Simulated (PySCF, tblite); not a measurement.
# C₄H₁₀Cl₂OSi₂: geometry, infrared bands and NMR shifts

Aim: predict the infrared bands and NMR shifts of C₄H₁₀Cl₂OSi₂ (`CO[SiH2]/C=C(\CCl)[SiH2]Cl`).

The runs use tblite 0.8.0 and PySCF 2.14.0, with density-fitted response routines of our own; the level of theory stands in each step. All values are computed, except where a source is named. Atoms count from 0, in the outputs and in this text.

## Step 1: The starting structure

19 atoms, charge 0, multiplicity 1; geometry from: force field or distance geometry start.

Bonds of the start (Å): C0–O1 1.42, O1–Si2 1.71, Si2–C3 1.80, C3–C4 1.31, C4–C5 1.48, C5–Cl6 1.79, C4–Si7 1.85, Si7–Cl8 2.08, C0–H9 1.08, C0–H10 1.09, C0–H11 1.13, Si2–H12 1.44, Si2–H13 1.48, C3–H14 1.11, C5–H15 1.12, C5–H16 1.08, Si7–H17 1.46, Si7–H18 1.50.

## Step 2: Geometry optimisation with GFN2-xTB

Job settings and geometry (Å):

```
{"job": {"kind": "relax", "xc": "GFN2-xTB", "basis": "xTB"}, "charge": 0, "multiplicity": 1}
C      3.624900     0.227000     0.217700
O      2.514100    -0.268700     0.943000
Si     1.293900    -0.490500    -0.227300
C     -0.295600    -0.732700     0.586200
C     -1.401300    -0.080700     0.322300
C     -1.536400     0.966100    -0.710200
Cl    -2.762800     0.420600    -1.888300
Si    -2.928000    -0.489100     1.293400
Cl    -3.585200     1.301800     2.122800
H      4.279200    -0.620700     0.050900
H      4.044200     1.088600     0.728000
H      3.222300     0.626500    -0.758500
H      1.390200     0.632000    -1.125500
H      1.644500    -1.693200    -1.022900
H     -0.363600    -1.491500     1.397400
H     -1.924200     1.879300    -0.198600
H     -0.635200     1.237000    -1.248600
H     -2.684600    -1.538300     2.273600
H     -3.906300    -0.964400     0.267600
```

Started as:

```sh
$ OMP_NUM_THREADS=1 python probes_run.py task.json out
```

This one command runs all jobs of the session in turn.

Standard output:

```text
step      E/eV     max force
  0    -824.91704    2.342
  1    -825.15793    1.182
  2    -825.24929    1.014
  3    -825.31169    0.988
  4    -825.40708    0.735
  5    -825.47615    0.713
  6    -825.53514    0.491
  7    -825.56628    0.476
  8    -825.60216    0.420
  9    -825.63105    0.445
 10    -825.65907    0.361
 11    -825.68182    0.320
 12    -825.69973    0.289
 13    -825.71325    0.322
 14    -825.72515    0.284
 15    -825.73543    0.232
 16    -825.74322    0.176
 17    -825.75039    0.187
 18    -825.75803    0.219
 19    -825.76506    0.191
 20    -825.77087    0.183
 21    -825.77574    0.158
 22    -825.78056    0.177
 23    -825.78628    0.189
 24    -825.79249    0.191
 25    -825.79806    0.191
 26    -825.80283    0.159
 27    -825.80717    0.171
 28    -825.81082    0.128
 29    -825.81353    0.115
 30    -825.81573    0.103
 31    -825.81811    0.146
 32    -825.82099    0.176
 33    -825.82397    0.148
 34    -825.82658    0.119
 35    -825.82886    0.111
 36    -825.83140    0.162
 37    -825.83477    0.212
 38    -825.83829    0.180
 39    -825.84071    0.086
 40    -825.84207    0.080
 41    -825.84309    0.093
 42    -825.84424    0.116
 43    -825.84549    0.085
 44    -825.84667    0.061
 45    -825.84716    0.056
 46    -825.84795    0.069
 47    -825.84849    0.073
 48    -825.84899    0.082
 49    -825.84944    0.074
 50    -825.85000    0.062
 51    -825.85064    0.065
 52    -825.85125    0.066
 53    -825.85169    0.052
 54    -825.85196    0.035
 55    -825.85218    0.038
 56    -825.85239    0.042
 57    -825.85256    0.040
 58    -825.85269    0.022
 59    -825.85281    0.028
 60    -825.85294    0.028
 61    -825.85308    0.034
 62    -825.85320    0.026
 63    -825.85330    0.019
 64    -825.85339    0.025
 65    -825.85348    0.037
 66    -825.85360    0.041
 67    -825.85373    0.033
 68    -825.85388    0.024
 69    -825.85401    0.025
 70    -825.85411    0.020
 71    -825.85419    0.018
 72    -825.85428    0.023
 73    -825.85441    0.038
 74    -825.85455    0.043
 75    -825.85467    0.026
 76    -825.85475    0.023
 77    -825.85483    0.027
 78    -825.85494    0.042
 79    -825.85506    0.041
 80    -825.85515    0.018
 81    -825.85519    0.014
 82    -825.85523    0.020
 83    -825.85528    0.034
 84    -825.85536    0.036
 85    -825.85545    0.021
 86    -825.85552    0.019
 87    -825.85557    0.023
 88    -825.85564    0.033
 89    -825.85571    0.029
 90    -825.85577    0.021
 91    -825.85582    0.020
 92    -825.85589    0.028
 93    -825.85598    0.041
 94    -825.85608    0.034
 95    -825.85616    0.017
 96    -825.85621    0.016
 97    -825.85626    0.023
 98    -825.85632    0.023
 99    -825.85635    0.015
100    -825.85637    0.012
101    -825.85639    0.012
102    -825.85641    0.019
103    -825.85645    0.020
104    -825.85649    0.017
105    -825.85653    0.018
106    -825.85657    0.020
107    -825.85663    0.031
108    -825.85671    0.033
109    -825.85678    0.020
110    -825.85681    0.013
111    -825.85683    0.012
112    -825.85686    0.015
113    -825.85691    0.021
114    -825.85701    0.021
115    -825.85715    0.023
116    -825.85724    0.017
117    -825.85730    0.019
118    -825.85734    0.018
119    -825.85739    0.017
120    -825.85750    0.023
121    -825.85760    0.027
122    -825.85773    0.036
123    -825.85786    0.037
124    -825.85802    0.030
125    -825.85819    0.027
126    -825.85838    0.030
127    -825.85858    0.033
128    -825.85832    0.110
129    -825.85892    0.036
130    -825.85911    0.035
131    -825.85880    0.234
132    -825.86015    0.046
133    -825.86053    0.035
134    -825.85023    0.516
135    -825.86096    0.024
136    -825.86125    0.022
137    -825.85927    0.271
138    -825.86187    0.024
139    -825.86219    0.024
140    -825.86192    0.171
141    -825.86267    0.033
142    -825.86285    0.039
143    -825.86323    0.106
144    -825.86360    0.063
145    -825.86403    0.030
146    -825.86470    0.040
147    -825.86508    0.090
148    -825.86562    0.084
149    -825.86625    0.071
150    -825.86629    0.223
151    -825.86825    0.095
152    -825.86928    0.058
153    -825.86199    0.431
154    -825.87109    0.060
155    -825.87189    0.056
156    -825.87144    0.256
157    -825.87353    0.070
158    -825.87405    0.078
159    -825.87542    0.147
160    -825.87634    0.080
161    -825.87780    0.067
162    -825.87944    0.091
163    -825.88174    0.183
164    -825.88400    0.130
165    -825.88571    0.129
166    -825.88810    0.158
167    -825.88984    0.155
168    -825.89203    0.121
169    -825.89712    0.124
170    -825.89970    0.128
171    -825.90211    0.091
172    -825.90343    0.097
173    -825.90463    0.118
174    -825.90453    0.166
175    -825.90716    0.083
176    -825.90811    0.065
177    -825.90959    0.083
178    -825.91050    0.083
179    -825.91233    0.093
180    -825.91368    0.069
181    -825.91449    0.052
182    -825.91477    0.049
183    -825.91511    0.042
184    -825.91570    0.056
185    -825.91604    0.065
186    -825.91638    0.037
187    -825.91666    0.046
188    -825.91698    0.042
189    -825.91748    0.047
190    -825.91777    0.035
191    -825.91808    0.041
192    -825.91838    0.048
193    -825.91882    0.046
194    -825.91947    0.065
195    -825.92037    0.062
196    -825.92134    0.059
197    -825.92227    0.102
198    -825.92291    0.112
199    -825.92408    0.085
200    -825.92497    0.068
201    -825.92551    0.053
202    -825.92583    0.044
203    -825.92628    0.043
204    -825.92670    0.052
205    -825.92703    0.048
206    -825.92732    0.047
207    -825.92764    0.043
208    -825.92797    0.045
209    -825.92827    0.050
210    -825.92857    0.042
211    -825.92898    0.063
212    -825.92954    0.079
213    -825.93020    0.071
214    -825.93072    0.054
215    -825.93108    0.032
216    -825.93132    0.040
217    -825.93166    0.040
218    -825.93199    0.046
219    -825.93225    0.039
220    -825.93246    0.027
221    -825.93266    0.027
222    -825.93286    0.033
223    -825.93309    0.047
224    -825.93337    0.043
225    -825.93368    0.028
226    -825.93390    0.029
227    -825.93409    0.031
228    -825.93423    0.027
229    -825.93435    0.020
230    -825.93445    0.021
231    -825.93452    0.015
232    -825.93457    0.013
233    -825.93459    0.010
```

Run time: 3.9 s. Hardware: 1 thread of Intel Xeon Platinum 8375C at 2.90GHz, shared host.

Relaxation path: (not every step is listed)

```csv
step,energy from step 0 (eV),largest force (eV/Å)
0,0.0000,2.3417
1,-0.2409,1.1816
2,-0.3322,1.0138
3,-0.3946,0.9880
4,-0.4900,0.7345
5,-0.5591,0.7134
6,-0.6181,0.4910
7,-0.6492,0.4763
8,-0.6851,0.4198
30,-0.8987,0.1030
52,-0.9342,0.0664
74,-0.9375,0.0426
96,-0.9392,0.0162
118,-0.9403,0.0182
140,-0.9449,0.1715
162,-0.9624,0.0906
184,-0.9987,0.0559
206,-1.0103,0.0475
228,-1.0172,0.0268
229,-1.0173,0.0200
230,-1.0174,0.0207
231,-1.0175,0.0154
232,-1.0175,0.0130
233,-1.0175,0.0097
```

Distances of close pairs at the start and the end, largest changes first:

```csv
bond,before (Å),after (Å),change (Å)
O1–Si2,1.705,1.621,-0.084
Si2–C3,1.802,1.879,+0.077
Si7–Cl8,2.080,2.022,-0.058
C4–Si7,1.855,1.896,+0.041
Si7–H18,1.495,1.459,-0.036
C0–H11,1.129,1.093,-0.036
Si2–H12,1.441,1.472,+0.031
C3–H14,1.113,1.083,-0.030
```

The end geometry stands in the next job.

## Step 3: Vibrational analysis with GFN2-xTB

Job settings and geometry (Å):

```
{"job": {"kind": "ir", "xc": "GFN2-xTB", "basis": "xTB"}, "charge": 0, "multiplicity": 1}
C      3.828259    -0.256223     0.340086
O      2.452437    -0.297221     0.550228
Si     1.272877     0.197342    -0.445892
C     -0.217840    -0.187239     0.630514
C     -1.498614     0.027984     0.328743
C     -1.890157     0.616981    -0.985311
Cl    -2.420788    -0.702764    -2.072561
Si    -2.918314    -0.436840     1.495698
Cl    -3.817954     1.288452     2.046858
H      4.104499    -0.827002    -0.549448
H      4.318342    -0.690187     1.212423
H      4.169478     0.773597     0.209932
H      1.411159     1.629599    -0.754129
H      1.288481    -0.546570    -1.711173
H      0.001589    -0.640062     1.589566
H     -2.739590     1.294418    -0.896138
H     -1.057722     1.111460    -1.481600
H     -2.380678    -1.081727     2.689049
H     -3.915269    -1.264748     0.826022
```

Standard output:

```text
mode    cm-1     km/mol
  1      13.6      1.14
  2      24.8      0.67
  3      48.9      0.48
  4      70.5      2.23
  5      86.0      1.55
  6      93.9      2.32
  7     119.2      3.30
  8     137.7      0.94
  9     180.9      0.68
 10     214.8      6.15
 11     218.9      2.26
 12     295.1      3.84
 13     366.3      5.06
 14     448.2     21.74
 15     495.5     46.38
 16     507.5    144.37
 17     528.8     16.44
 18     572.8      2.39
 19     619.4     40.73
 20     659.0    116.33
 21     708.4    238.50
 22     716.1    291.59
 23     751.8    153.75
 24     768.4    259.73
 25     775.0     70.69
 26     799.0    242.45
 27     828.2    173.17
 28     838.3     16.59
 29     941.7      7.94
 30    1066.9     26.48
 31    1135.0      3.17
 32    1139.5     83.89
 33    1145.3      2.20
 34    1164.1    218.67
 35    1224.3     20.51
 36    1271.8     16.39
 37    1419.7      0.09
 38    1437.8      7.38
 39    1482.8      5.68
 40    1489.9      1.88
 41    1647.1      2.79
 42    2171.8    340.76
 43    2224.6    145.43
 44    2281.6    309.34
 45    2300.6    107.50
 46    2950.0     38.33
 47    2963.6     49.51
 48    2977.1      6.79
 49    2991.7     29.66
 50    3006.0     13.24
 51    3036.7     20.23
```

It took 1.8 s on 1 thread of Intel Xeon Platinum 8375C at 2.90GHz, shared host.

Which atoms move in the most intense modes:

```csv
cm⁻¹,km/mol,atoms
708,238.5,"C5 32 %, H18 18 %, H17 14 %"
716,291.6,"Si7 17 %, H18 16 %, H17 15 %, C5 15 %"
768,259.7,"H17 44 %, H18 42 %"
799,242.4,"Si2 34 %, C3 27 %"
828,173.2,"H12 46 %, H13 45 %"
1164,218.7,"O1 47 %, C0 27 %, H10 16 %"
2172,340.8,"H12 79 %, H13 17 %"
2282,309.3,"H17 64 %, H18 32 %"
```

## Step 4: Nuclear shieldings: PBE0/pcSseg-1

Settings changed since step 3:

```diff
@@ -1,2 +1,2 @@
-{"job": {"kind": "ir", "xc": "GFN2-xTB", "basis": "xTB"}, "charge": 0, "multiplicity": 1}
+{"job": {"kind": "nmr", "xc": "PBE0", "basis": "pcSseg-1"}, "charge": 0, "multiplicity": 1}
 C      3.828259    -0.256223     0.340086
```

With the program's defaults for keys left out, this is: GIAO PBE0/pcSseg-1 NMR shielding, non-relativistic, gas phase.

Standard output:

```text
coarse grid: 18128 points
cycle   1  E = -1732.0305100934  dE =  9.612e-01  |g| = 7.176e-01  |ddm| = 3.979e+00
cycle   2  E = -1731.8991352002  dE =  1.314e-01  |g| = 1.099e+00  |ddm| = 1.739e+00
cycle   3  E = -1732.1306568355  dE = -2.315e-01  |g| = 1.194e-01  |ddm| = 1.211e+00
cycle   4  E = -1732.1332739532  dE = -2.617e-03  |g| = 4.773e-02  |ddm| = 1.560e-01
cycle   5  E = -1732.1337389283  dE = -4.650e-04  |g| = 1.825e-02  |ddm| = 5.156e-02
cycle   6  E = -1732.1338128929  dE = -7.396e-05  |g| = 5.505e-03  |ddm| = 1.926e-02
cycle   7  E = -1732.1338200967  dE = -7.204e-06  |g| = 1.291e-03  |ddm| = 5.938e-03
final grid: 157104 points
cycle   8  E = -1732.1948704310  dE = -3.477e-05  |g| = 1.067e-02  |ddm| = 2.596e-02
cycle   9  E = -1732.1948517877  dE =  1.864e-05  |g| = 1.431e-02  |ddm| = 1.839e-02
cycle  10  E = -1732.1948925543  dE = -4.077e-05  |g| = 1.536e-03  |ddm| = 1.155e-02
cycle  11  E = -1732.1948929639  dE = -4.096e-07  |g| = 3.534e-04  |ddm| = 1.673e-03
cycle  12  E = -1732.1948929907  dE = -2.685e-08  |g| = 7.565e-05  |ddm| = 3.726e-04
cycle  13  E = -1732.1948929919  dE = -1.136e-09  |g| = 3.336e-05  |ddm| = 1.057e-04
cycle  14  E = -1732.1948929921  dE = -2.547e-10  |g| = 1.070e-05  |ddm| = 3.695e-05
converged SCF energy = -1732.1948929921

GIAO shielding tensors (ppm)
atom      isotropic    diamagn.    paramagn.     s11        s22        s33       span
  0 C      132.710     239.031    -106.321    105.969    106.825    185.337     79.369
  1 O      343.517     402.079     -58.562    295.615    365.759    369.177     73.562
  2 Si     381.077     882.481    -501.404    334.855    342.779    465.599    130.744
  3 C       29.144     259.980    -230.836    -81.259     31.447    137.242    218.501
  4 C       20.731     261.006    -240.275   -101.157      2.084    161.265    262.422
  5 C      136.139     249.485    -113.345    114.563    137.960    155.894     41.331
  6 Cl     812.467    1147.320    -334.853    581.129    790.649   1065.623    484.494
  7 Si     369.310     878.767    -509.457    337.444    374.943    395.543     58.099
  8 Cl    1003.438    1147.757    -144.319    952.173    996.788   1061.352    109.179
  9 H       27.974      26.863       1.111     23.853     25.707     34.361     10.508
 10 H       27.654      26.536       1.117     23.200     25.496     34.266     11.066
 11 H       27.958      26.853       1.106     23.868     25.597     34.410     10.543
 12 H       26.317      31.362      -5.044     22.686     26.352     29.913      7.228
 13 H       26.333      31.077      -4.744     22.447     26.649     29.903      7.456
 14 H       24.936      34.490      -9.554     21.139     23.332     30.339      9.200
 15 H       27.166      30.376      -3.209     23.164     25.941     32.394      9.231
 16 H       28.002      31.900      -3.898     23.734     26.534     33.739     10.005
 17 H       26.683      28.261      -1.578     22.692     25.526     31.832      9.140
 18 H       26.156      27.859      -1.704     22.611     25.518     30.338      7.727
```

Run time: 59 s. Hardware: 1 thread of Intel Xeon Platinum 8375C at 2.90GHz, shared host; peak memory 0.99 GiB.

Shifts follow as δ = σ(reference) − σ, with reference shieldings (ppm) from runs at the same level and on the same kind of geometry: 1H TMS 31.72, 13C TMS 186.9, 29Si TMS 349.2, 17O H2O 336.1, 35Cl HCl 950. The references are single molecules in the gas phase, so shifts against H2O, NH3, PH3, H3PO4 or CFCl3 are not on the usual liquid scales and can be off by tens of ppm. Atoms listed in one row are averaged.

```csv
atoms,environment,σ (ppm),δ (ppm),δ scaled to CDCl3
C4,fully substituted alkene carbon,20.7,166.2,160.3
C3,alkene CH,29.1,157.8,152.1
C0,methyl carbon bonded to O,132.7,54.2,51.0
C5,allylic sp3 CH2 bonded to Cl,136.1,50.8,47.7
H14,hydrogen on an alkene CH,24.94,6.78,6.50
"H12, H13","hydrogen on a silicon bonded to C, O",26.32,5.39,–
"H17, H18","hydrogen on a silicon bonded to C, Cl",26.42,5.30,–
"H15, H16",hydrogen on an allylic sp3 CH2 bonded to Cl,27.58,4.13,4.00
"H9, H10, H11",hydrogen on a methyl carbon bonded to O,27.86,3.86,3.74
O1,"oxygen bonded to C, Si",343.5,-7.4,–
Si7,"silicon bonded to C, Cl, 2 H",369.3,-20.2,–
Si2,"silicon bonded to C, O, 2 H",381.1,-31.9,–
Cl6,chlorine bonded to C,812,137,–
Cl8,chlorine bonded to Si,1003,-54,–
```

The scaled column applies a straight-line fit of computed shieldings to shifts measured in CDCl3, with any fitted terms for Cl, Br or S neighbours (root-mean-square error 0.16 ppm for H, 1.9 ppm for C).

The run also stored atomic charges by several schemes (e):

```csv
atoms,Mulliken,IAO,Hirshfeld,ESP fit
C0,0.00,-0.20,-0.03,-0.22
O1,-0.64,-0.64,-0.22,-0.34
Si2,0.82,0.99,0.39,0.69
C3,-0.30,-0.40,-0.12,-0.37
C4,-0.44,-0.25,-0.09,0.09
C5,-0.18,-0.24,-0.04,-0.49
Cl6,-0.14,-0.11,-0.06,-0.10
Si7,0.76,0.79,0.34,0.31
Cl8,-0.32,-0.32,-0.12,-0.19
```

Mayer bond orders: C0–O1 0.90, O1–Si2 0.98, Si2–C3 0.87, C3–C4 1.89, C4–C5 1.02, C5–Cl6 0.98, C4–Si7 0.84, Si7–Cl8 0.97.

## Step 5: Outcome

| quantity | value |
| --- | --- |
| strongest single infrared mode (GFN2-xTB) | 2172 cm⁻¹, 341 km/mol |
| zero-point energy (GFN2-xTB) | 79.1 kcal/mol |
| 13C shifts against TMS (PBE0/pcSseg-1) | 166.2, 157.8, 54.2, 50.8 ppm |
| 1H shifts against TMS (PBE0/pcSseg-1, means over atoms taken as alike) | 6.78, 5.39, 5.30, 4.13, 3.86 ppm |
| 17O shifts against H2O (PBE0/pcSseg-1) | -7.4 ppm |
| 29Si shifts against TMS (PBE0/pcSseg-1) | -20.2, -31.9 ppm |
| 35Cl shifts against HCl (PBE0/pcSseg-1) | 137, -54 ppm |

What this shows: Over 233 steps the energy fell by 1.018 eV; of the close pairs, O1–Si2 changed most, 1.705 to 1.621 Å. All 51 modes are real, so the xTB geometry is a minimum. The strongest single mode, at 2172 cm⁻¹, moves mainly H12. Unscaled tight-binding wavenumbers are off by several per cent, some by more. Its intensities can rank the bands wrongly. H14 (hydrogen on an alkene CH) lies farthest downfield among hydrogen, at 6.78 ppm; attached to an sp2 carbon and in the plane of the double bond. At PBE0/pcSseg-1: The widest tensor belongs to Cl6: span 484 ppm, with a paramagnetic part of -335 ppm.
